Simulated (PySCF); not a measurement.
# C2H3F3GeS: the cost of one run

Computed with PySCF 2.14.0, with density-fitted response routines of our own, on a single molecule in the gas phase. Atoms are numbered from 0 throughout.

## (1) The molecule as given

10 atoms, charge 0, multiplicity 1; geometry from: GFN2-xTB. The atoms were then displaced at random by about 0.01 Å, so the start is not that level's minimum.

Bonds of the start (Å): F0–C1 1.31, C1–F2 1.33, C1–C3 1.34, C3–F4 1.36, C3–Ge5 1.95, Ge5–S6 2.21, Ge5–H7 1.50, Ge5–H8 1.48, S6–H9 1.34.

## (2) Geometry optimisation at PBE0-D3(BJ)/def2-SVP

What the job is given:

```
{"job": {"xc": "PBE0", "basis": "def2-SVP", "d3": "d3bj", "grid": 1, "shake": 0.01, "kind": "geom"}, "charge": 0, "multiplicity": 1}
F     -2.235790    -1.896900     0.317520
C     -1.294430    -0.979680     0.339800
F     -0.719910    -0.945040     1.536850
C     -0.813400    -0.152090    -0.595500
F     -1.383120    -0.158790    -1.833690
Ge     0.643020     1.085770    -0.208070
S      2.561340    -0.012360    -0.243620
H      0.393430     1.703120     1.134450
H      0.651080     2.100660    -1.287300
H      2.248230    -0.765630     0.818510
```

The run is started by

```bash
$ OMP_NUM_THREADS=1 python probes_run.py task.json out
```

One launch serves the whole session: the jobs run in the order shown.

**Question.** How long does this first job take on 1 thread of Arm Neoverse N1, shared host, and how much memory does it need?

About 2.8 min, with a peak of 0.58 GiB.
